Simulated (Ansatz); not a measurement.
Predict the output of the script below (the Ansatz DFT code, driven from Python).

Script `compress_cazn3.py`:
```python
# -*- coding: utf-8 -*-
import ansatz as az
import numpy as np
import pandas as pd

def edges_and_angles(cell):
    cell = np.asarray(cell)
    a, b, c = np.linalg.norm(cell, axis=1)
    cosines = cell[1] @ cell[2] / (b * c), cell[0] @ cell[2] / (a * c), cell[0] @ cell[1] / (a * b)
    return (a, b, c, *np.degrees(np.arccos(cosines)))


def main():
    vectors = np.array([
        [4.33484, 0.0, 0.0],
        [0.0, 4.33484, 0.0],
        [0.0, 0.0, 4.33484],
    ])
    cell = (
        az.Lattice.of(vectors)
        .atom("Ca", [0.0, 0.0, 0.0])
        .atom("Zn", [0.5, 0.5, 0.0])
        .atom("Zn", [0.5, 0.0, 0.5])
        .atom("Zn", [0.0, 0.5, 0.5])
    )

    setup = (
        cell.calculation()
        .functional("lda")
        .basis(21 * az.Ha)
        .kpoints(density=3.1)
        .occupations("Marzari-Vanderbilt", width=0.15)
    )

    rows = []
    for pressure in [0, 2, 4, 6, 8]:
        outcome = setup.relax(cell=True, pressure=pressure, max_steps=100).run(threads=1, pin="off")
        cell = outcome.lattice.cell_ang
        n_atoms = len(outcome.lattice.sites)
        volume = abs(np.linalg.det(cell)) / n_atoms
        enthalpy = outcome.report["free_energy_ev"] / n_atoms + pressure * volume / 160.21766
        rows.append((pressure, volume, enthalpy, *edges_and_angles(cell)))
        print(f"{pressure} GPa done: {volume:.4f} A^3/atom")

    table = pd.DataFrame(rows, columns=["P_GPa", "V_A3_atom", "H_eV_atom", "a", "b", "c", "alpha", "beta", "gamma"])
    print(table.round(4).to_string(index=False))
    p, v = np.array([row[0] for row in rows], float), np.array([row[1] for row in rows])
    print("mean bulk modulus between rows (GPa):", np.round(-np.diff(p) / np.diff(np.log(v)), 1))


if __name__ == "__main__":
    main()
```

`python compress_cazn3.py` gives:
```text
0 GPa done: 18.0411 A^3/atom
2 GPa done: 17.4749 A^3/atom
4 GPa done: 17.0005 A^3/atom
6 GPa done: 16.5716 A^3/atom
8 GPa done: 16.2019 A^3/atom
 P_GPa  V_A3_atom  H_eV_atom      a      b      c  alpha  beta  gamma
     0    18.0411 -2877.9117 4.1633 4.1633 4.1633   90.0  90.0   90.0
     2    17.4749 -2877.6901 4.1193 4.1193 4.1193   90.0  90.0   90.0
     4    17.0005 -2877.4751 4.0817 4.0817 4.0817   90.0  90.0   90.0
     6    16.5716 -2877.2657 4.0471 4.0471 4.0471   90.0  90.0   90.0
     8    16.2019 -2877.0612 4.0168 4.0168 4.0168   90.0  90.0   90.0
mean bulk modulus between rows (GPa): [62.7 72.7 78.3 88.7]
```

The volume falls from 18.04 Å³ an atom at 0 GPa to 16.20 at 8 GPa, by 10.2 %. Between 0 and 2 GPa, -V dP/dV is about 63 GPa, a mean over that step.

Notes:
- Absolute energies stand on the zero of these potentials, so only differences at equal settings mean something.
- At a fixed pressure a relaxation lowers the enthalpy F + PV, while F alone can rise.
- The mesh is modest for a metal, so energies can be off by several to tens of meV an atom and pressures by half a GPa or more; differences at equal mesh fare better.
- The structure comes from a database of computed cells and needn't be a stable or known phase.
- Symmetry holds the cell in this phase, whether or not it is the stable one at each pressure.
- Hardware and time: 44 s on 1 thread of Arm Neoverse V2, on a shared host, peak memory 0.47 GiB.
